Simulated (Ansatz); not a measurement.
# H3OSn: the cost of one run

The runs use Ansatz 0.2.0, Gaussian basis; BLYP-D4/STO-3G.

1 further run of the same task is left out (it didn't finish).

## 1. The system as given

SMILES `[O-][SnH3]`, 5 atoms, charge -1, spin multiplicity 1.

Atoms are counted from 1 here; the program's logs count them from 0.

Bond lengths: O1–Sn2 1.769 Å, Sn2–H3 1.763 Å, Sn2–H4 1.763 Å, Sn2–H5 1.763 Å. Angles: O1–Sn2–H3 117.5°, O1–Sn2–H4 117.5°, O1–Sn2–H5 117.5°, H3–Sn2–H4 100.5°, H3–Sn2–H5 100.3°, H4–Sn2–H5 100.5°.

As a file:

```
O    -0.7353    0.2229    1.7416
Sn   -0.0518    0.0148    0.1228
H    -0.9941    0.6156   -1.2410
H     0.2778   -1.6311   -0.4155
H     1.5033    0.7778   -0.2078
```

## 2. The run

Input file md/in.yaml:

```yaml
crystal:
  periodic: [false, false, false]
  atoms:
    - {symbol: O, position_ang: [-0.735290, 0.222910, 1.741590]}
    - {symbol: Sn, position_ang: [-0.051760, 0.014840, 0.122790]}
    - {symbol: H, position_ang: [-0.994110, 0.615560, -1.241020]}
    - {symbol: H, position_ang: [0.277840, -1.631070, -0.415540]}
    - {symbol: H, position_ang: [1.503310, 0.777770, -0.207820]}
basis:
  gaussian: {orbitals: STO-3G}
total_charge: -1
hamiltonian: {xc: {name: BLYP}, dispersion: d4}
md: {n_steps: 30, timestep: 0.25, temperature: 500, ensemble: nve, seed: 576, initial_velocities: maxwell_boltzmann}
```

The run is started by

```sh
$ ansatz run in.yaml --threads 2 --pin off --events-out ev --progress --plain --max-ram 3481MiB
```

What time and memory should one allow on 2 threads of Intel Xeon at 2.50GHz, shared host?

About 70 s, with a peak of 0.1 GiB.
